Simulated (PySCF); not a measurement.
# C2H9AsSi (SMILES C[As](C)[SiH3]) at 6 levels

We compute a comparison of 6 runs (M06-2X/6-31G*, M06-L/6-31G*, TPSS/6-31G*, r2SCAN/6-31G*, revPBE/6-31G*, wB97X/6-31G*) of C2H9AsSi. 

The results are computed with PySCF 2.14.0.

1 further run of the same task is left out (set aside as unsound or not needed).

### 1 The molecule

C2H9AsSi: 13 atoms, total charge 0, spin state singlet. SMILES: `C[As](C)[SiH3]`. The coordinates come from a PBE0-D4/def2-TZVP relaxation.

Bond lengths: C1–As2 1.975 Å, As2–C3 1.975 Å, As2–Si4 2.359 Å, C1–H5 1.090 Å, C1–H6 1.091 Å, C1–H7 1.091 Å, C3–H8 1.091 Å, C3–H9 1.090 Å, C3–H10 1.091 Å, Si4–H11 1.488 Å, Si4–H12 1.492 Å, Si4–H13 1.488 Å. Some angles: C1–As2–C3 97.5°, C1–As2–Si4 95.8°, C3–As2–Si4 95.8°, As2–C1–H5 109.3°, As2–C1–H6 112.0°, As2–C1–H7 108.3°, As2–C3–H8 112.0°, As2–C3–H9 109.3°, As2–C3–H10 108.3°, As2–Si4–H11 109.9°.

### 2 The energy at M06-2X/6-31G(d) (spherical functions) (run 1)

Input file job.py:

```python
# C[As](C)[SiH3]
from pyscf import gto, dft

molecule = gto.Mole()
molecule.atom = '''
C     -1.022342     3.195149     0.051401
As     1.192984     0.710537    -1.638015
C      3.028853    -0.452211     1.397263
Si    -1.786358    -2.604610    -1.659557
H     -2.477620     3.816680    -1.268573
H     -1.913348     2.415448     1.738548
H      0.120753     4.828061     0.577878
H      1.750831    -0.884014     2.955532
H      4.128485    -2.129910     0.925777
H      4.329740     1.038593     1.976654
H     -0.538005    -5.007774    -2.417905
H     -2.939469    -2.956665     0.888738
H     -3.835577    -2.035424    -3.499584
'''
molecule.spin = 0
molecule.unit = 'bohr'
molecule.basis = '6-31g*'
molecule.max_memory = 1860
molecule.verbose = 4
molecule.build()

calc0 = dft.RKS(molecule)
calc0.xc = 'm06-2x'
calc0.conv_tol = 1e-10
calc0.grids.level = 5
calc0.kernel()
if not calc0.converged:
    calc0 = calc0.newton().run(calc0.mo_coeff, calc0.mo_occ)

e_final = calc0.e_tot
print(f'total energy: {e_final:.8f} hartree')
```

Launch:

```console
$ OMP_NUM_THREADS=1 python job.py
```

Log:

```text
PySCF version 2.14.0

[... 82 lines left out ...]
converged SCF energy = -2606.60131362963
total energy: -2606.60131363 hartree
```

Wall time 66 s (1 thread of Arm Neoverse V1, shared host); peak memory 0.51 GiB.

### 3 A single-point energy at M06-L/6-31G(d) (spherical functions) (run 2)

Input file run.py:

```python
from pyscf import gto, dft

mol = gto.Mole()
mol.atom = '''
C     -0.541000     1.690800     0.027200
As     0.631300     0.376000    -0.866800
C      1.602800    -0.239300     0.739400
Si    -0.945300    -1.378300    -0.878200
H     -1.311100     2.019700    -0.671300
H     -1.012500     1.278200     0.920000
H      0.063900     2.554900     0.305800
H      0.926500    -0.467800     1.564000
H      2.184700    -1.127100     0.489900
H      2.291200     0.549600     1.046000
H     -0.284700    -2.650000    -1.279500
H     -1.555500    -1.564600     0.470300
H     -2.029700    -1.077100    -1.851900
'''
mol.max_memory = 1860
mol.verbose = 3
mol.basis = '6-31g*'
mol.build()

mf = dft.RKS(mol)
mf.xc = 'm06-l'
mf.grids.level = 5
mf.conv_tol = 1e-10
mf.kernel()
if not mf.converged:
    mf = mf.newton().run(mf.mo_coeff, mf.mo_occ)

etot = mf.e_tot
print(f'total energy: {etot:.8f} hartree')
```

Launch:

```console
$ OMP_NUM_THREADS=1 python run.py
```

Log:

```text
converged SCF energy = -2606.5991836962
total energy: -2606.59918370 hartree
```

It took 65 s on 1 thread of Arm Neoverse V1, shared host; peak memory 0.52 GiB.

Runs 3 to 4 aren't shown in full; the table further down has their settings and results.

### 4 A single-point energy at revPBE/6-31G(d) (spherical functions) (run 5)

Input file run.py:

```python
from pyscf import gto, dft

molecule = gto.M(
    atom=[
    ('C', (-0.541000, 1.690800, 0.027200)),
    ('As', (0.631300, 0.376000, -0.866800)),
    ('C', (1.602800, -0.239300, 0.739400)),
    ('Si', (-0.945300, -1.378300, -0.878200)),
    ('H', (-1.311100, 2.019700, -0.671300)),
    ('H', (-1.012500, 1.278200, 0.920000)),
    ('H', (0.063900, 2.554900, 0.305800)),
    ('H', (0.926500, -0.467800, 1.564000)),
    ('H', (2.184700, -1.127100, 0.489900)),
    ('H', (2.291200, 0.549600, 1.046000)),
    ('H', (-0.284700, -2.650000, -1.279500)),
    ('H', (-1.555500, -1.564600, 0.470300)),
    ('H', (-2.029700, -1.077100, -1.851900)),
],
    verbose=3,
    charge=0,
    basis='6-31g*',
    max_memory=1860,
    spin=0,
)

ks = dft.RKS(molecule)
ks.xc = 'revpbe'
ks.grids.level = 5
ks.conv_tol = 1e-10
ks.kernel()
if not ks.converged:
    ks = ks.newton().run(ks.mo_coeff, ks.mo_occ)

energy = ks.e_tot
print('Final energy', energy)
```

Launch:

```console
$ OMP_NUM_THREADS=1 python run.py
```

Log:

```text
converged SCF energy = -2606.41817726927
Final energy -2606.418177269271
```

Wall time 36 s (1 thread of Arm Neoverse V1, shared host); peak memory 0.51 GiB.

### 5 A single-point energy at wB97X/6-31G(d) (spherical functions) (run 6)

Input file job.py:

```python
from pyscf import gto, dft

mol = gto.M(
    atom='''
C   -0.541000   1.690800   0.027200
As   0.631300   0.376000  -0.866800
C    1.602800  -0.239300   0.739400
Si  -0.945300  -1.378300  -0.878200
H   -1.311100   2.019700  -0.671300
H   -1.012500   1.278200   0.920000
H    0.063900   2.554900   0.305800
H    0.926500  -0.467800   1.564000
H    2.184700  -1.127100   0.489900
H    2.291200   0.549600   1.046000
H   -0.284700  -2.650000  -1.279500
H   -1.555500  -1.564600   0.470300
H   -2.029700  -1.077100  -1.851900
''',
    verbose=3,
    basis='6-31g*',
    charge=0,
    max_memory=1860,
)

mf = dft.RKS(mol)
mf.xc = 'wb97x'
mf.grids.level = 5
mf.conv_tol = 1e-10
mf.kernel()
if not mf.converged:
    mf = mf.newton().run(mf.mo_coeff, mf.mo_occ)

e_tot = mf.e_tot
print('Final energy', e_tot)
```

Launch:

```console
$ OMP_NUM_THREADS=1 python job.py
```

Log:

```text
converged SCF energy = -2606.69740745592
Final energy -2606.6974074559184
```

Wall time 67 s (1 thread of Arm Neoverse V1, shared host); peak memory 0.51 GiB.

### 6 All runs side by side

| run | level | energy (Eh) | dipole moment (D) | HOMO energy (eV) | LUMO energy (eV) | wall time |
| --- | --- | --- | --- | --- | --- | --- |
| 1 | M06-2X/6-31G* (spherical functions) | -2606.601314 | 1.23 | -7.60 | 1.14 | 66 s |
| 2 | M06-L/6-31G* (spherical functions) | -2606.599184 | 1.12 | -5.59 | 0.22 | 65 s |
| 3 | TPSS/6-31G* (spherical functions) | -2606.685316 | 1.37 | -5.58 | -0.13 | 82 s |
| 4 | r2SCAN/6-31G* (spherical functions) | -2606.583198 | 1.37 | -5.71 | 0.00 | 69 s |
| 5 | revPBE/6-31G* (spherical functions) | -2606.418177 | 1.38 | -5.43 | -0.20 | 36 s |
| 6 | wB97X/6-31G* (spherical functions) | -2606.697407 | 1.24 | -8.70 | 2.46 | 67 s |

### 7 Outcome

```
            quantity           value
 run 6: total energy  -2606.69741 Eh
run 6: dipole moment          1.24 D
  run 6: HOMO energy        -8.70 eV
  run 6: LUMO energy         2.46 eV
run 6: HOMO–LUMO gap        11.15 eV
```

In words: The dipole moment (its size) runs from 1.12 D (M06-L/6-31G*) to 1.38 D (revPBE/6-31G*). The HOMO–LUMO gap runs from 5.22 eV (revPBE/6-31G*) to 11.15 eV (wB97X/6-31G*). Totals of different functionals can't be ranked against each other. All runs together took 6.4 min, the longest 82 s.
